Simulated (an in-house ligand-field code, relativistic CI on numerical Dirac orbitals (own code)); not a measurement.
# d9 in a ligand field: terms against the cubic field

Which terms of d9 lie lowest for given Racah parameters and ligand field?

The numbers are computed with an in-house ligand-field code version 1 (parametric ligand-field model of a d^n configuration (Racah B and C, spin-orbit zeta, crystal field), exact diagonalisation), except any that are marked as measured or tabulated.

## (1) What is computed

- shell: d9
- set 1 (cm⁻¹): B = 440, C = 1650, Oh, 10Dq = 440
- set 2 (cm⁻¹): B = 440, C = 1650, Oh, 10Dq = 1320
- set 3 (cm⁻¹): B = 440, C = 1650, Oh, 10Dq = 2200
- set 4 (cm⁻¹): B = 440, C = 1650, Oh, 10Dq = 3080
- set 5 (cm⁻¹): B = 440, C = 1650, Oh, 10Dq = 3960
- set 6 (cm⁻¹): B = 440, C = 1650, Oh, 10Dq = 4840
- set 7 (cm⁻¹): B = 440, C = 1650, Oh, 10Dq = 5720
- set 8 (cm⁻¹): B = 440, C = 1650, Oh, 10Dq = 6600

## (2) Set 1

Input settings:

```ini
n = 9
racah_B = 440  # cm-1
racah_C = 1650  # cm-1
zeta = 0  # cm-1
symmetry = Oh
field = {"10Dq": 440}  # cm-1
```

## (3) Set 2

Input settings:

```ini
n = 9
racah_B = 440  # cm-1
racah_C = 1650  # cm-1
zeta = 0  # cm-1
symmetry = Oh
field = {"10Dq": 1320}  # cm-1
```

## (4) Set 3

Input settings:

```ini
n = 9
racah_B = 440  # cm-1
racah_C = 1650  # cm-1
zeta = 0  # cm-1
symmetry = Oh
field = {"10Dq": 2200}  # cm-1
```

## (5) Set 4

Input settings:

```ini
n = 9
racah_B = 440  # cm-1
racah_C = 1650  # cm-1
zeta = 0  # cm-1
symmetry = Oh
field = {"10Dq": 3080}  # cm-1
```

## (6) Set 5

Input settings:

```ini
n = 9
racah_B = 440  # cm-1
racah_C = 1650  # cm-1
zeta = 0  # cm-1
symmetry = Oh
field = {"10Dq": 3960}  # cm-1
```

## (7) Set 6

Input settings:

```ini
n = 9
racah_B = 440  # cm-1
racah_C = 1650  # cm-1
zeta = 0  # cm-1
symmetry = Oh
field = {"10Dq": 4840}  # cm-1
```

## (8) Set 7

Input settings:

```ini
n = 9
racah_B = 440  # cm-1
racah_C = 1650  # cm-1
zeta = 0  # cm-1
symmetry = Oh
field = {"10Dq": 5720}  # cm-1
```

## (9) Set 8

Input settings:

```ini
n = 9
racah_B = 440  # cm-1
racah_C = 1650  # cm-1
zeta = 0  # cm-1
symmetry = Oh
field = {"10Dq": 6600}  # cm-1
```

(Steps that only read results are left out.)

Q: Predict the outcome of this session. Wanted: lowest terms.

The runs gave:

| set | 10Dq/B (size) | lowest | S | electrons in z² and x²-y² | first level of the same spin (cm⁻¹) |
| --- | --- | --- | --- | --- | --- |
| 1: Oh | 1.0 | 2E | 0.50 | 3.00 | 2T2 440 |
| 2: Oh | 3.0 | 2E | 0.50 | 3.00 | 2T2 1320 |
| 3: Oh | 5.0 | 2E | 0.50 | 3.00 | 2T2 2200 |
| 4: Oh | 7.0 | 2E | 0.50 | 3.00 | 2T2 3080 |
| 5: Oh | 9.0 | 2E | 0.50 | 3.00 | 2T2 3960 |
| 6: Oh | 11.0 | 2E | 0.50 | 3.00 | 2T2 4840 |
| 7: Oh | 13.0 | 2E | 0.50 | 3.00 | 2T2 5720 |
| 8: Oh | 15.0 | 2E | 0.50 | 3.00 | 2T2 6600 |

| quantity | value |
| --- | --- |
| lowest terms | 1: 2E, 2: 2E, 3: 2E, 4: 2E, 5: 2E, 6: 2E, 7: 2E, 8: 2E |

**Reading.** The lowest term stays 2E over this range. B, C and the field are free parameters here, not those of a compound.
